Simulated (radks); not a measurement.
# Taking charge from the 2p level of Ne⁴⁺ in fractions

One table from this session's results is given with a row withheld; the runs are named, their logs left out.

Method: scalar-relativistic Kohn-Sham, LDA (Slater exchange, Perdew-Wang correlation), spin-polarised, spherical densities, point nucleus. Code: radks (a radial shooting solver on a logarithmic mesh, Libxc functionals) version 1.

## What is computed

| Quantity | Value |
| --- | --- |
| element | neon (Z = 10) |
| charge | +4 |
| electrons | 6 |
| configuration | [He] 2s2 2p(up 2, down 0) |

A shell typed twice in an input gives spin up, then spin down.

The first run:

Input:

```text
Z 10
configuration [He] 2s2 2p2 2p0
relativity scalar-relativistic
functional lda,pw
spin polarised
nucleus point
c 137.035999084
```

Steps of the session up to this table: Start: [He] 2s2 2p(up 2, down 0).

One of the session's tables, all rows but one given; the rest of the session is left out.

It belongs to the step «Start: [He] 2s2 2p(up 2, down 0)». Radial moments (bohr):

```
  level     <r>  outermost maximum (interpolated)  90 % within
  1s up       ?                                 ?            ?
1s down  0.1580                             0.103        0.283
  2s up  0.7615                             0.630         1.18
2s down  0.7751                             0.637         1.21
  2p up  0.6997                             0.532         1.15
2p down  0.7187                             0.542         1.19
```

**Question.** Estimate the row for 1s up.

As computed: <r>: 0.1585; outermost maximum (interpolated): 0.103; 90 % within: 0.284. In the column «<r>» it lies between 1s down (0.1580) and 2p up (0.6997).
